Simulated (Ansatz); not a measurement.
# H6InN: the cost of one run

Program: the Python package of Ansatz 0.2.0. Level of theory: B3LYP/x2c-TZVPPall. These are calculated values, not measurements.

**1. Starting point**

Bond lengths: N1–In2 2.059 Å, N1–H3 1.009 Å, N1–H4 0.992 Å, N1–H5 1.097 Å, In2–H6 1.810 Å, In2–H7 1.812 Å, In2–H8 1.853 Å. Angles: N1–In2–H6 110.7°, N1–In2–H7 108.7°, N1–In2–H8 109.1°, H6–In2–H7 110.5°, H6–In2–H8 109.4°, H7–In2–H8 108.3°, In2–N1–H3 116.3°, In2–N1–H4 111.5°, In2–N1–H5 110.7°, H3–N1–H4 107.2°, H3–N1–H5 105.2°, H4–N1–H5 105.2°.

The script reads h6inn.xyz:

```xyz
8

N    -0.50630    0.11050   -0.97960
In    0.44860   -0.14490    0.82630
H     0.04140   -0.07940   -1.80490
H    -1.32750   -0.44350   -1.03860
H    -0.84890    1.14610   -1.09470
H    -0.64750    0.29740    2.19660
H     0.97450   -1.87300    0.96580
H     1.95790    0.92980    0.87320
```

**2. Script**

ip_h6inn.py

```python
import ansatz as az


def energy(molecule, charge=0, unpaired=0):
    calc = (
        molecule.calculation()
        .basis(gaussian="x2c-TZVPPall")
        .functional("b3lyp")
    )
    if charge:
        calc = calc.charge(charge)
    if unpaired:
        calc = calc.spin("collinear", total=unpaired)
    return calc.run().report["free_energy_ev"]


def main() -> None:
    geometry = az.Crystal.molecule_from_extxyz("h6inn.xyz")

    parent = energy(geometry, 0, 0)
    cation = energy(geometry, 1, 1)
    print(f"E(N)   = {parent:.5f} eV")
    print(f"E(N-1) = {cation:.5f} eV  (1 unpaired)")
    print(f"vertical ionisation energy {cation - parent:.3f} eV")


if __name__ == "__main__":
    main()
```

**3. The input behind the calls**

The package turns the script's settings into the engine's input (first run):

```yaml
crystal:
  periodic: [false, false, false]
  atoms:
    - { symbol: "N", position_ang: [-0.5063, 0.1105, -0.9796] }
    - { symbol: In, position_ang: [0.4486, -0.1449, 0.8263] }
    - { symbol: H, position_ang: [0.0414, -0.0794, -1.8049] }
    - { symbol: H, position_ang: [-1.3275, -0.4435, -1.0386] }
    - { symbol: H, position_ang: [-0.8489, 1.1461, -1.0947] }
    - { symbol: H, position_ang: [-0.6475, 0.2974, 2.1966] }
    - { symbol: H, position_ang: [0.9745, -1.873, 0.9658] }
    - { symbol: H, position_ang: [1.9579, 0.9298, 0.8732] }
basis:
  gaussian:
    orbitals: x2c-TZVPPall
hamiltonian:
  xc: b3lyp
```

**4. Running it**

The run is started by

```console
$ python ip_h6inn.py
```

**Question.** How long does this script take on 1 thread of Arm Neoverse V1, shared host, and how much memory does it need?

About 46 s, with a peak of 0.81 GiB.
